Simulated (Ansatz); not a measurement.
# C₄H₁₄N₃Sc: a ladder of functionals and wavefunction methods

The task here is to estimate one member of a computed series from the others.

Method: functionals in def2-TZVPP, the program's frozen cores in correlated methods; program: Ansatz 0.2.0, Gaussian basis.

Levels to be run: LDA (SPW92), PBE-D4, revPBE-D4, BLYP-D4, r2SCAN-D4, B97M-V, PBE0-D4, B3LYP-D4, r2SCANh-D4, r2SCAN0-D4, HSE06-D4, BHLYP-D4, CAM-B3LYP-D4, LC-ωPBE, ωB97X-V, ωB97M-V, B2PLYP, PBE-QIDH; CCSD(T)/def2-SVP; CCSD(T)/def2-TZVPP; MP2/def2-QZVPP; extrapolation to the limit; RPA on PBE.

## The relaxed structure

All runs share one geometry, relaxed beforehand with PBE0-D4 in a triple-zeta def2 set.

22 atoms, charge 0, spin multiplicity 1.

Atoms are counted from 1 here; the program's logs count them from 0.

Bond lengths: C1–N2 1.442 Å, C1–H9 1.097 Å, C1–H10 1.102 Å, C1–H11 1.102 Å, N2–C3 1.437 Å, N2–Sc4 1.996 Å, C3–H12 1.102 Å, C3–H13 1.094 Å, C3–H14 1.102 Å, Sc4–N5 2.005 Å, Sc4–N6 1.996 Å, N5–H15 1.012 Å, N5–H16 1.012 Å, N6–C7 1.442 Å, N6–C8 1.437 Å, C7–H17 1.102 Å, C7–H18 1.097 Å, C7–H19 1.102 Å and more. Angles: N2–C1–H9 111.1°, N2–C1–H10 112.2°, N2–C1–H11 112.2°, H9–C1–H10 107.0°, H9–C1–H11 107.0°, H10–C1–H11 106.9°, C1–N2–C3 111.4°, C1–N2–Sc4 118.6°, C3–N2–Sc4 130.0°, N2–C3–H12 112.1°, N2–C3–H13 111.1°, N2–C3–H14 112.1°, H12–C3–H13 107.2°, H12–C3–H14 106.7°, H13–C3–H14 107.2°, N2–Sc4–N5 118.8°, N2–Sc4–N6 122.5°, N5–Sc4–N6 118.8° and more.

The first run:

Contents of in.yaml:

```yaml
crystal:
  periodic: [false, false, false]
  atoms:
    - {symbol: C, position_ang: [1.376018, -0.731781, -2.580841]}
    - {symbol: N, position_ang: [0.923651, -0.878180, -1.219929]}
    - {symbol: C, position_ang: [1.346768, -2.131332, -0.657426]}
    - {symbol: Sc, position_ang: [-0.146231, 0.596708, -0.404714]}
    - {symbol: N, position_ang: [-0.545929, 2.222494, -1.508145]}
    - {symbol: N, position_ang: [-0.834082, 0.513820, 1.467317]}
    - {symbol: C, position_ang: [-1.593503, 1.629459, 1.974032]}
    - {symbol: C, position_ang: [-0.698216, -0.521396, 2.455104]}
    - {symbol: H, position_ang: [1.050183, 0.226060, -3.003935]}
    - {symbol: H, position_ang: [0.984367, -1.524798, -3.238100]}
    - {symbol: H, position_ang: [2.474611, -0.762912, -2.660813]}
    - {symbol: H, position_ang: [0.955564, -2.993255, -1.221992]}
    - {symbol: H, position_ang: [1.000904, -2.236883, 0.375397]}
    - {symbol: H, position_ang: [2.444242, -2.231760, -0.645469]}
    - {symbol: H, position_ang: [-1.074128, 3.035841, -1.218303]}
    - {symbol: H, position_ang: [-0.259145, 2.391139, -2.464111]}
    - {symbol: H, position_ang: [-2.613189, 1.338265, 2.273567]}
    - {symbol: H, position_ang: [-1.693510, 2.415434, 1.215824]}
    - {symbol: H, position_ang: [-1.119835, 2.090178, 2.855873]}
    - {symbol: H, position_ang: [-0.182622, -0.165342, 3.361788]}
    - {symbol: H, position_ang: [-0.121333, -1.365515, 2.065020]}
    - {symbol: H, position_ang: [-1.674583, -0.916258, 2.779877]}
basis:
  gaussian: {orbitals: def2-TZVPP}
hamiltonian: {xc: lda}
output: {orbitals: {seedname: orbitals}}
```

The run is started by

```
> ansatz run in.yaml --threads 4 --pin off --events-out ev --progress --plain --max-ram 46080MiB --backend cuda --devices 0, --max-vram 37GiB
```

Among the steps run: LDA; PBE-D4 (GGA); revPBE-D4 (GGA); BLYP-D4 (GGA); r2SCAN-D4 (meta-GGA); B97M-V (meta-GGA); B3LYP-D4 (hybrid); r2SCANh-D4 (hybrid); r2SCAN0-D4 (hybrid); HSE06-D4 (hybrid); BHLYP-D4 (hybrid); CAM-B3LYP-D4 (range-separated); LC-ωPBE (range-separated); ωB97X-V (range-separated); ωB97M-V (range-separated); B2PLYP (double hybrid); PBE-QIDH (double hybrid).

One table of the session follows, with a row left open; its other results are not shown here.

It belongs to the step «Frontier levels by functional». 

| functional | HOMO (eV) | gap (eV) |
| --- | --- | --- |
| LDA (SPW92) | -4.67 | 2.61 |
| PBE-D4 | -4.54 | 2.71 |
| revPBE-D4 | -4.47 | 2.79 |
| BLYP-D4 | -4.44 | 2.61 |
| r2SCAN-D4 | ? | ? |
| B97M-V | -4.88 | 3.05 |
| PBE0-D4 | -5.75 | 4.74 |
| B3LYP-D4 | -5.57 | 4.23 |
| r2SCANh-D4 | -5.20 | 3.95 |
| r2SCAN0-D4 | -5.90 | 5.07 |
| HSE06-D4 | -5.35 | 3.98 |
| BHLYP-D4 | -6.93 | 6.56 |
| CAM-B3LYP-D4 | -7.11 | 6.88 |
| LC-ωPBE | -8.39 | 9.36 |
| ωB97X-V | -8.10 | 8.82 |
| ωB97M-V | -8.04 | 8.40 |

**Question.** Estimate the row for r2SCAN-D4.

Worked estimate for «HOMO (eV)». Against the share of exact exchange, r2SCANh-D4 (0.1, -5.20), r2SCAN0-D4 (0.25, -5.90) give a slope of -4.67 per unit share; at 0 the line stands at -4.73.

As computed: HOMO (eV): -4.73; gap (eV): 3.20. In «HOMO (eV)» the line misses by 0.00.
